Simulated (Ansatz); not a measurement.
# F3PSi: the cost of one run

Method: the levels named in each step, in Ansatz 0.2.0.

### Step 1. The structure to begin with

Bond lengths: F1–P2 1.647 Å, P2–F3 1.645 Å, P2–F4 1.649 Å, P2–Si5 2.326 Å. Angles: F1–P2–F3 90.4°, F1–P2–F4 90.3°, F1–P2–Si5 125.0°, F3–P2–F4 90.4°, F3–P2–Si5 125.1°, F4–P2–Si5 125.0°.

As a file:

```xyz
5

F    -1.1203    1.2777   -0.1475
P    -0.0986   -0.0061   -0.0030
F    -1.0661   -0.6608    1.1558
F    -0.9345   -0.8140   -1.1719
Si    2.2196    0.1407    0.1176
```

### Step 2. A rough first relaxation, PBE-D4/def2-SVP

This run stands in another session on the same molecule. It ended at:

```xyz
5

F    -1.0424    1.3377   -0.1465
P    -0.1782   -0.0111   -0.0086
F    -0.9861   -0.6800    1.2100
F    -0.8485   -0.8394   -1.2128
Si    2.0553    0.1302    0.1090
```

### Step 3. Relaxation, r2SCAN-D4/def2-TZVPP

Input file input.yaml:

```yaml
crystal:
  periodic: [false, false, false]
  atoms:
    - { symbol: F, position_ang: [-1.04241663, 1.33773268, -0.1465269] }
    - { symbol: P, position_ang: [-0.1781946, -0.01112486, -0.00864844] }
    - { symbol: F, position_ang: [-0.98614599, -0.6799743, 1.21002747] }
    - { symbol: F, position_ang: [-0.848453, -0.839369, -1.21284046] }
    - { symbol: Si, position_ang: [2.05533021, 0.13023548, 0.10904832] }
magnetization:
  spin_polarized: true
  initial_magnetization: 2
basis:
  gaussian: { orbitals: def2-TZVPP }
hamiltonian:
  xc: r2scan
  dispersion: d4
relax:
  f_tol: 0.002
  max_steps: 150
```

Command:

```sh
$ ansatz run input.yaml --threads 4 --pin off --max-ram 10240MiB --backend cpu --events-out ev --progress --plain --runs-dir out
```

Q: Estimate wall time and peak memory on 4 threads of Arm Neoverse V1, shared host.

About 38 s, with a peak of 0.31 GiB.
